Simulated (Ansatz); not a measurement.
**ZrSi+ (sextet): wave-function methods side by side, def2-TZVPP**

An exercise on one series of results from a longer session: the logs are not shown, and one member is left open.

The runs use Ansatz 0.2.0, Gaussian basis; def2-TZVPP, core rule «outside noble gas», up to 9 orbitals frozen.

Plan: UHF; ROHF; CCSD(T) on UHF.

### The geometry

The geometry is a PBE0/def2-TZVP stationary point (not a proven minimum). No spin-orbit coupling is included. Elements past krypton take def2 core potentials.

2 atoms, charge 1, spin multiplicity 6.

Atoms are counted from 1 here; the program's logs count them from 0.

Bond lengths: Zr1–Si2 2.522 Å.

Set-up of the first run:

in.yaml reads:

```yaml
crystal:
  periodic: [false, false, false]
  atoms:
    - {symbol: Zr, position_ang: [0.000000, 0.000000, 0.000000]}
    - {symbol: Si, position_ang: [0.000000, 0.000000, 2.521600]}
basis:
  gaussian: {orbitals: def2-TZVPP}
total_charge: 1
magnetization: {spin_polarized: true, initial_magnetization: 5}
hamiltonian: {xc: hf}
output: {orbitals: {seedname: orbitals}}
```

Launch:

```bash
ansatz run in.yaml --threads 1 --pin off --events-out ev --progress --plain --max-ram 2816MiB --backend cpu
```

Among the steps run: UHF; ROHF; CCSD(T) on UHF.

One of the session's tables, all rows but one given; the rest of the session is left out.

```
  method  from UCCSD(T) (meV)
    ROHF              +3674.6
     UHF                    ?
    UMP2               +778.0
   UCCSD               +206.2
UCCSD(T)                    0
```

Estimate the missing values for UHF.

The run gave: from UCCSD(T) (meV): +3538.6. In the column «from UCCSD(T) (meV)» it lies between UMP2 (+778.0) and ROHF (+3674.6).
